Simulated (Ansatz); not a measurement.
# SnH3 radical (SMILES [SnH3]): a rigid scan of the angle H4–Sn1–H2

Aim: the energy along the angle H4–Sn1–H2, from CCSD(T) and from cheaper methods, relative to the minimum. No other atom is relaxed.

Method: single points in def2-TZVPP; program: Ansatz 0.2.0, Gaussian basis.

Levels: PBE-D4, r2SCAN-D4, PBE0-D4, B3LYP-D4, wB97M-V, Hartree-Fock, MP2, CCSD, CCSD(T). The scan takes 85.6, 91.6, 97.6, 103.6, 109.6, 115.6, 121.6, 127.6, 133.6°.

Cores are frozen in the correlated methods. Filled d shells of the heavier atoms are correlated. Core potentials replace the inner electrons past krypton, and spin-orbit coupling is left out. Orbitals are unrestricted. B3LYP uses VWN-RPA correlation.

28 further runs of the same task are left out: 28 set aside as unsound or not needed.

**1. Starting geometry**

The minimum, relaxed at PBE0-D4: 4 atoms, charge 0, spin multiplicity 2.

Atoms are counted from 1 here; the program's logs count them from 0.

Bond lengths: Sn1–H2 1.715 Å, Sn1–H3 1.715 Å, Sn1–H4 1.715 Å. Angles: H2–Sn1–H3 109.6°, H2–Sn1–H4 109.6°, H3–Sn1–H4 109.6°.

Coordinates:

```xyz
4
H3Sn
Sn    0.28021   -0.21157   -0.27172
H     1.05524    0.01101    1.24169
H    -1.12505   -1.17219   -0.06402
H    -0.15490    1.31255   -0.92625
```

Energies of the minimum (eV), from earlier single points: PBE-D4 -5878.44936, r2SCAN-D4 -5880.91910, PBE0-D4 -5878.83638, B3LYP-D4 -5881.00696, wB97M-V -5877.04482, CCSD(T) -5861.15959.

At the minimum the angle H4–Sn1–H2 is 109.6°.

**2. H4–Sn1–H2 = 85.6°**

The input, ccsdt-tzvpp/in.yaml:

```yaml
crystal:
  periodic: [false, false, false]
  atoms:
    - {symbol: Sn, position_ang: [0.280206, -0.211569, -0.271725]}
    - {symbol: H, position_ang: [1.055238, 0.011013, 1.241695]}
    - {symbol: H, position_ang: [-1.125045, -1.172193, -0.064017]}
    - {symbol: H, position_ang: [0.154861, 1.498251, -0.309933]}
basis:
  gaussian: {orbitals: def2-TZVPP}
magnetization: {spin_polarized: true, initial_magnetization: 1}
correlation: {method: ccsd_t}
scf: {omitted_lower_state_checks: [cluster_reference]}
```

No record of the launch command was kept for these runs.

Further steps of the session: H4–Sn1–H2 = 91.6°; H4–Sn1–H2 = 97.6°; H4–Sn1–H2 = 103.6°; H4–Sn1–H2 = 109.6°; H4–Sn1–H2 = 115.6°; H4–Sn1–H2 = 121.6°; H4–Sn1–H2 = 127.6°; H4–Sn1–H2 = 133.6°.

**Question.** What will these runs give? Wanted: highest point, CCSD(T); lowest point, CCSD(T); minimum along the scan, CCSD(T); RMS deviation from CCSD(T); largest T1 diagnostic.

As calculated:

| quantity | value |
| --- | --- |
| highest point, CCSD(T) | 27.0 kJ/mol at 85.6° |
| lowest point, CCSD(T) | 0.0 kJ/mol at 109.6° |
| minimum along the scan, CCSD(T) | 109.7° |
| curvature there | 0.89 meV/deg² |
| RMS deviation from CCSD(T) | PBE-D4 1.1, r2SCAN-D4 0.4, PBE0-D4 0.2, B3LYP-D4 0.5, wB97M-V 0.3, Hartree-Fock 2.5, MP2 0.4, CCSD 0.3 kJ/mol |
| largest T1 diagnostic | 0.016 |

A polynomial through the near points puts the CCSD(T) minimum 0.1° above the PBE0-D4 value. Curvature against CCSD(T): PBE-D4 -8 %, Hartree-Fock +18 %. The curve of PBE0-D4 lies nearest to CCSD(T), that of Hartree-Fock farthest.
